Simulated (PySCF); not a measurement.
## OBSiClH4: atomic charges with wB97X

Molecule: OBSiClH4, in a box.

```
O B Si Cl H
1.0
    12.00000    0.00000    0.00000
     0.00000   13.00000    0.00000
     0.00000    0.00000   14.00000
O B Si Cl H
1 1 1 1 4
Direct
  0.42205 0.61555 0.44045
  0.44916 0.51589 0.45030
  0.48286 0.45347 0.57947
  0.45574 0.43650 0.34699
  0.40796 0.63601 0.37533
  0.47306 0.53005 0.65787
  0.59799 0.41093 0.57881
  0.40418 0.36722 0.59780
```

```yaml
Program: PySCF 2.14.0
Task: atomic charges
Functional: wB97X
Potentials_or_basis: 6-31g* (all-electron)
k_mesh: 1 × 1 × 1
Occupations: fixed
Spin: no spin polarisation
Exponents_discarded_below_exp_to_discard: 0 1/bohr^2
conv_tol: 1e-07 Ha
max_cycle: 60
exxdiv: ewald
Relativity: none
Coulomb_method: Gaussian density fitting (GDF)
Grid_for_exchange_and_correlation: Becke, atom-centred
Three-centre_integrals: read from an earlier run's file
```

```
Gap between the frontier levels : 12.22 eV
Meta-löwdin charges             : O -0.43; B +0.10; Si +0.33; Cl -0.12; H +0.34, -0.08 e
```

Levels at points of the mesh, in eV from the valence-band top:
```
           k point  band 21  band 22  band 23  band 24  band 25  band 26
(0.00, 0.00, 0.00)    -1.52    -1.15    -1.15     0.00    12.22    14.21
```

It took 81 s on 2 threads of Arm Neoverse V1, on a shared host, peak memory 1.9 GiB.

Caveat: this is a molecule in a periodic box at the Γ point, so its band gap is the HOMO-LUMO gap; population charges move with the basis; the basis of atomic orbitals isn't converged, which shifts pressures, moduli and gaps.
